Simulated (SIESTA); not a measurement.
# NaLaHf2O6 (Fm-3m) in SIESTA: reference runs, part 2 of 2

SIESTA 5.4.2. The steps go on from the part before.

### 3 Single point, PBE (atoms moved at random, drawn with an rms of 0.05 Å)

The input, NaLaHf2O6.fdf:

```
SystemName                      NaLaHf2O6
SystemLabel                     NaLaHf2O6
NumberOfSpecies                 4
NumberOfAtoms                   10
%block ChemicalSpeciesLabel
  1  72 Hf
  2  57 La
  3  11 Na
  4   8 O
%endblock ChemicalSpeciesLabel

LatticeConstant                 1.0 Ang
%block LatticeVectors
     0.0000000000     4.1069183900     4.1069183900
     4.1069183900     0.0000000000     4.1069183900
     4.1069183900     4.1069183900     0.0000000000
%endblock LatticeVectors
AtomicCoordinatesFormat         Fractional
%block AtomicCoordinatesAndAtomicSpecies
     0.7479140000     0.7641260000     0.7323660000  1  Hf
     0.2604720000     0.2439790000     0.2420840000  1  Hf
    -0.0001060000    -0.0097140000     0.0136850000  2  La
     0.5155340000     0.5116850000     0.4891230000  3  Na
     0.0172100000     0.4956060000    -0.0084910000  4  O
     0.5014950000     0.0044300000     0.4999620000  4  O
     0.4997010000    -0.0046400000     0.0083630000  4  O
     0.0021060000     0.5018890000     0.5023000000  4  O
    -0.0000940000    -0.0003140000     0.5016310000  4  O
     0.4926220000     0.4911070000     0.0026010000  4  O
%endblock AtomicCoordinatesAndAtomicSpecies

%block kgrid.MonkhorstPack
    6   0   0  0.0
    0   6   0  0.0
    0   0   6  0.0
%endblock kgrid.MonkhorstPack
XC.Functional                   GGA
XC.Authors                      PBE
PAO.BasisSize                   DZP
PAO.EnergyShift                 0.003 Ry
Mesh.Cutoff                     800 Ry
OccupationFunction              FD
ElectronicTemperature           0.05 eV
MaxSCFIterations                120
SCF.MustConverge                false
SCF.Mixer.Method                Pulay
SCF.Mixer.Weight                0.25
SCF.Mixer.History               8
SCF.DM.Tolerance                5.0e-05
SCF.H.Tolerance                 1.0e-03 eV
WriteForces                     true
Charge.Mulliken                 end
%block PAO.Basis
  Hf 5
  n=5 0 2
    3.241 0.000
  n=6 0 2
    8.163 0.000
  n=5 1 2
    3.929 0.000
  n=6 1 1
    8.163
  n=5 2 2
    7.906 0.000
  La 5
  n=5 0 2
    4.181 0.000
  n=6 0 2
    9.500 0.000
  n=5 1 2
    4.927 0.000
  n=6 1 1
    9.500
  n=5 2 2
    8.496 0.000
  Na 4
  n=2 0 2
    2.919 0.000
  n=3 0 2
    9.500 0.000
  n=2 1 2
    3.442 0.000
  n=3 1 1
    9.500
%endblock PAO.Basis
```

Potentials or basis: PseudoDojo 0.4 standard (PBE files), DZP (energy shift 0.003 Ry; two zetas on semicore shells).

The run is started by

```bash
$ siesta < NaLaHf2O6.fdf > NaLaHf2O6.out 2>&1
```

NaLaHf2O6.out:

```text
Version         : 5.4.2

[... 6 lines left out ...]
 NOTE: Please see the manual for full details and compatibility measures.

reinit: Reading from standard input
reinit: Dumping input in INPUT_TMP.17300
************************** Dump of input data file ****************************
SystemName                      NaLaHf2O6
SystemLabel                     NaLaHf2O6
NumberOfSpecies                 4
NumberOfAtoms                   10
%block ChemicalSpeciesLabel
  1  72 Hf
  2  57 La
  3  11 Na
  4   8 O
%endblock ChemicalSpeciesLabel
LatticeConstant                 1.0 Ang
%block LatticeVectors
     0.0000000000     4.1069183900     4.1069183900
     4.1069183900     0.0000000000     4.1069183900
     4.1069183900     4.1069183900     0.0000000000
%endblock LatticeVectors
AtomicCoordinatesFormat         Fractional
%block AtomicCoordinatesAndAtomicSpecies
     0.7479140000     0.7641260000     0.7323660000  1  Hf
[... 1239 lines left out ...]
               5dxz    5dx2-y2 5dxy    5dyz    5dz2    5dxz    5dx2-y2
   3  9.392   1.850   0.039   0.234   0.055   1.848   1.848   1.847   0.106
              0.106   0.106   0.109   0.111   0.109   0.182   0.183   0.215

              0.187   0.216   0.031   0.032  -0.025   0.029  -0.026

Species: Na
Atom  Qatom  Qorb
               2s      2s      3s      3s      2py     2pz     2px     2py
               2pz     2px     3py     3pz     3px
   4  8.262   1.948   0.041   0.054   0.123   1.951   1.951   1.951   0.048
              0.049   0.048   0.034   0.032   0.033

Species: O
Atom  Qatom  Qorb
               2s      2s      2py     2pz     2px     2py     2pz     2px
               3Pdxy   3Pdyz   3Pdz2   3Pdxz   3Pdx2-y2
   5  6.842   1.933  -0.094   1.820   2.002   1.996  -0.190  -0.322  -0.319
              0.004   0.003   0.003   0.002   0.004
   6  6.833   1.949  -0.110   1.654   2.007   2.006  -0.049  -0.322  -0.321
              0.004   0.004   0.003   0.002   0.005
   7  6.840   1.945  -0.106   2.009   2.008   1.707  -0.323  -0.322  -0.095
              0.004   0.002   0.003   0.004   0.004
   8  6.843   1.938  -0.099   2.006   2.005   1.783  -0.324  -0.323  -0.159
              0.004   0.002   0.003   0.004   0.004
   9  6.839   1.944  -0.105   2.008   1.718   2.007  -0.324  -0.104  -0.323
              0.002   0.004   0.005   0.004   0.002
  10  6.835   1.936  -0.098   2.000   1.757   1.996  -0.319  -0.138  -0.317
              0.002   0.004   0.005   0.004   0.002

mulliken: Qtot =       80.000

Mulliken Atomic Populations:
Atom #   charge [q] valence [e]  Species
     1     1.343649   10.656351  Hf
     2     1.341987   10.658013  Hf
     3     1.608387    9.391613  La
     4     0.738139    8.261861  Na
     5    -0.842076    6.842076  O
     6    -0.832785    6.832785  O
     7    -0.839742    6.839742  O
     8    -0.843344    6.843344  O
     9    -0.839382    6.839382  O
    10    -0.834834    6.834834  O
 Total     0.000000

Job completed
```

Wall time 4 min (1 thread of Intel Xeon 6975P-C (Granite Rapids), shared host); peak memory 0.86 GiB.

What came out:

| Quantity | Value |
| --- | --- |
| Free energy | -7984.0358 eV |
| Pressure | 5.3 GPa |
| Largest force | 2.732 eV/Å |
| Band gap on the k mesh | 2.59 eV, direct |

Forces on the atoms (eV/Å):
```
Hf   0.040  2.458 -1.192
Hf   1.454 -0.818 -0.563
La  -0.251 -0.226  0.232
Na   0.006 -0.031 -0.143
O    0.334 -1.085 -0.370
O   -0.083 -0.299 -0.079
O   -1.337  0.293 -0.283
O   -0.391 -0.330 -0.049
O    0.062 -0.119  0.108
O    0.164  0.154  2.337
```

Levels at points of the mesh, in eV from the valence-band top:
```
           k point  band 36  band 37  band 38  band 39  band 40  band 41  band 42  band 43  band 44  band 45
(0.00, 0.00, 0.00)    -0.60    -0.50    -0.20    -0.16     0.00     2.59     2.67     2.86     3.51     3.53
(0.50, 0.00, 0.00)    -1.46    -0.94    -0.66    -0.58    -0.45     3.58     3.65     4.44     5.15     5.32
(0.00, 0.50, 0.00)    -1.12    -1.06    -1.00    -0.94    -0.23     3.40     3.44     4.40     5.23     5.35
(0.50, 0.50, 0.00)    -1.57    -1.22    -0.80    -0.67    -0.14     3.91     4.24     4.32     4.99     5.53
(0.00, 0.00, 0.50)    -1.43    -0.97    -0.70    -0.55    -0.47     3.57     3.64     4.38     5.20     5.36
(0.50, 0.00, 0.50)    -1.42    -1.17    -0.72    -0.72    -0.22     3.89     4.19     4.37     4.99     5.45
(0.00, 0.50, 0.50)    -1.59    -1.24    -0.77    -0.66    -0.12     3.92     4.19     4.32     4.97     5.57
(0.50, 0.50, 0.50)    -1.22    -1.10    -0.90    -0.64    -0.38     3.50     3.54     4.44     5.20     5.37
```

Caveat: short orbitals over semicore shells can move pressures by several GPa; spin-orbit coupling is left out, which moves the levels of the heavy elements; the basis of atomic orbitals isn't converged, which shifts pressures, moduli and gaps. A k mesh can miss the band edges.
